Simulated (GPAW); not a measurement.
Cd2S:

```
Cd S
1.0
     3.96267    0.00000    0.00000
    -1.98134    3.43177    0.00000
     0.00000    0.00000    5.80919
Cd S
2 1
Direct
  0.33333 0.66667 0.93272
  0.66667 0.33333 0.57873
  0.33333 0.66667 0.36571
```

The cell comes from a database or a generator and needn't be the stable form of this composition.

Program: GPAW 26.7.0. Alike in all runs: cell as given; smearing fermi-dirac 0.05 eV.

Task: Order these runs on this cell by their pressure, lowest first.
A. level PBE; potentials or basis GPAW PAW data sets (gpaw-data 1.2.1), pw; spin off; k mesh 6 × 6 × 4; cutoff (eV) 600; maxiter 150; band path GMKGALHA,LM,KH; band points 60
B. level PBEsol; potentials or basis PAW data sets generated in the run's folder for this functional, pw; spin SOC, no magnetisation; k mesh 8 × 8 × 5; cutoff (eV) 600; maxiter 150; band path GMKGALHA,LM,KH; band points 60; spin axis theta (degrees) 90; spin axis phi (degrees) 0
C. level LDA; potentials or basis the program's PAW data sets (release 1.2.1) made for this functional, pw; spin off; k mesh 6 × 6 × 4; cutoff (eV) 450; maxiter 120

Result: C (-6.3 GPa), B (-3.3 GPa), A (-0.5 GPa).

Caveats: spin-orbit coupling was added after a scalar SCF, so levels and gaps hold it while energy, forces, pressure and moments don't (some runs); the cutoff is short for stress and forces, so pressures can be off by a GPa or more (some runs).

Not every run made on this cell is shown here.
